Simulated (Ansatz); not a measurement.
# C3H5Ga (SMILES C#[C][GaH][CH3]): PBE0/6-31G(d) (spherical functions)

Aim: the energy change on altering one bond length of C3H5Ga at PBE0/6-31G* (spherical functions), from 2 runs. 

The results are computed with Ansatz 0.2.0.

64 further runs of the same task are left out: 64 set aside as unsound or not needed.

## (1) The molecule

C3H5Ga: 9 atoms, total charge 0, spin state singlet. SMILES: `C#[C][GaH][CH3]`. The coordinates come from a PBE0-D4/def2-TZVP relaxation.

Bond lengths: C1–C2 1.210 Å, C2–Ga3 1.925 Å, Ga3–C4 1.958 Å, C1–H5 1.066 Å, Ga3–H6 1.564 Å, C4–H7 1.093 Å, C4–H8 1.090 Å, C4–H9 1.094 Å. Some angles: C1–C2–Ga3 179.3°, C2–Ga3–C4 117.4°, C2–C1–H5 179.8°, C2–Ga3–H6 117.1°, C4–Ga3–H6 125.5°, Ga3–C4–H7 109.9°, Ga3–C4–H8 112.6°, Ga3–C4–H9 109.4°, H7–C4–H8 109.1°, H7–C4–H9 106.9°.

## (2) The energy at PBE0/6-31G(d) (spherical functions)

The input, molecule.yaml:

```yaml
basis:
  gaussian:
    orbitals: 6-31G_st_-spherical.json
crystal:
  periodic: [false, false, false]
  atoms:
    - symbol: C
      position_ang: [1.498700, 0.816800, -2.138700]
    - symbol: C
      position_ang: [0.950000, 0.745200, -1.062800]
    - symbol: Ga
      position_ang: [0.068800, 0.611200, 0.643700]
    - symbol: C
      position_ang: [-1.036100, -0.972500, 0.966400]
    - symbol: H
      position_ang: [1.983700, 0.883100, -3.086100]
    - symbol: H
      position_ang: [0.292600, 1.783100, 1.655500]
    - symbol: H
      position_ang: [-0.451400, -1.877200, 0.782100]
    - symbol: H
      position_ang: [-1.435200, -1.006300, 1.980000]
    - symbol: H
      position_ang: [-1.871000, -0.983500, 0.260000]
hamiltonian:
  xc: {name: PBE0}
accuracy: high
output: {orbitals: {seedname: orbitals}}
```

The basis set 6-31G* is read from a file made from the Basis Set Exchange's data (not shown).

On the command line:

```
ansatz run molecule.yaml --threads 1 --pin off --max-ram 3480MiB --events-out events.jsonl --progress --plain --runs-dir runs
```

Log:

```text
Warning: RAYON_NUM_THREADS=1 ignored (pool sized by the plan → 1); use --threads N
Functional definition: PBE0
  name "PBE0"
  parameter a = 0.25
  parameter kappa = 0.804
  parameter beta = 0.06672455060314922
  exchange = (1 - a)*pbe_x(kappa = kappa, mu = beta*pi^2/3) + a*exact_x
  correlation = pbe_c(beta = beta)
1868 factors; integrals over basis functions are off by at most 1.6e-8 eV
mean field evaluation 1: about -55542.6219 eV, gradient 5.5e1 eV
mean field evaluation 2: about -55540.1501 eV, gradient 6.3e1 eV
mean field evaluation 4: about -55549.6737 eV, gradient 3.0e0 eV
mean field evaluation 8: about -55549.8678 eV, gradient 8.4e-1 eV
mean field evaluation 16: about -55549.8700 eV, gradient 7.1e-5 eV
mean field -55549.87003547 eV, -2041.4200707494 hartree, gradient 5.2e-8 eV, S^2 0.000000; 0 other end points of the search recorded, 0 dependent functions left out
reference -55549.87003904 eV, -2041.4200708805 hartree; 27, 27 occupied and 57, 57 virtual orbitals, 1868 factors
Total energy: -55549.87003904 eV, -2041.4200708805 hartree
```

Wall time 6.9 s (1 thread of Intel Xeon Platinum 8488C (Sapphire Rapids), shared host); peak memory 0.3 GiB.

## (3) The distorted shape, same level

The input, molecule.yaml:

```yaml
crystal:
  periodic: [false, false, false]
  atoms:
    - {symbol: C, position_ang: [0.797045, 1.902464, -1.917535]}
    - {symbol: C, position_ang: [0.248345, 1.830864, -0.841635]}
    - {symbol: Ga, position_ang: [-0.632855, 1.696864, 0.864865]}
    - {symbol: C, position_ang: [-1.737755, 0.113164, 1.187565]}
    - {symbol: H, position_ang: [1.282045, 1.968764, -2.864935]}
    - {symbol: H, position_ang: [-0.409055, 2.868764, 1.876665]}
    - {symbol: H, position_ang: [-0.451400, -1.877200, 0.782100]}
    - {symbol: H, position_ang: [-2.136855, 0.079364, 2.201165]}
    - {symbol: H, position_ang: [-2.572655, 0.102164, 0.481165]}
basis:
  gaussian:
    orbitals: 6-31G_st_-spherical.json
output: {orbitals: {seedname: orbitals}}
accuracy: high
hamiltonian:
  xc: pbe0
```

The basis set 6-31G* is read from a file made from the Basis Set Exchange's data (not shown).

On the command line:

```
ansatz run molecule.yaml --threads 1 --pin off --max-ram 3480MiB --events-out events.jsonl --progress --plain --runs-dir runs
```

Log (excerpt; [...] marks lines left out):

```text
Warning: RAYON_NUM_THREADS=1 ignored (pool sized by the plan → 1); use --threads N
[... 7 set-up lines as earlier in the session ...]
1872 factors; integrals over basis functions are off by at most 1.6e-8 eV
mean field evaluation 1: about -55533.4766 eV, gradient 6.1e1 eV
mean field evaluation 2: about -55521.0535 eV, gradient 8.0e1 eV
mean field evaluation 4: about -55543.9451 eV, gradient 1.5e1 eV
mean field evaluation 8: about -55544.9260 eV, gradient 1.1e0 eV
mean field evaluation 16: about -55544.9296 eV, gradient 4.8e-5 eV
mean field -55544.92955780 eV, -2041.2385115437 hartree, gradient 3.0e-8 eV, S^2 0.000000; 0 other end points of the search recorded, 0 dependent functions left out
reference -55544.92956136 eV, -2041.2385116743 hartree; 27, 27 occupied and 57, 57 virtual orbitals, 1872 factors
Total energy: -55544.92956136 eV, -2041.2385116743 hartree
```

Wall time 6.9 s (1 thread of Intel Xeon Platinum 8488C (Sapphire Rapids), shared host); peak memory 0.3 GiB.

## (4) Outcome

Level: PBE0/6-31G* (spherical functions).

```
                                                         quantity           value
                                        first shape: total energy  -2041.42007 Eh
                                         first shape: HOMO energy        -7.48 eV
                                         first shape: LUMO energy        -1.45 eV
                                       first shape: HOMO–LUMO gap         6.03 eV
                                    distorted shape: total energy  -2041.23851 Eh
                                     distorted shape: HOMO energy        -7.19 eV
                                     distorted shape: LUMO energy        -3.30 eV
                                   distorted shape: HOMO–LUMO gap         3.89 eV
energy change with the C4–H7 bond stretched from 1.093 to 2.404 Å        4.940 eV
```

What this shows: One bond (distorted shape) is far stretched, which a spin-restricted single reference describes badly; a broken-symmetry solution may lie lower. With the C4–H7 bond stretched from 1.093 to 2.404 Å the energy rises by 4.94 eV (477 kJ/mol). The first shape isn't relaxed at this level, so the change isn't measured from a minimum. A restricted reference can't describe the breaking bond well at this length.
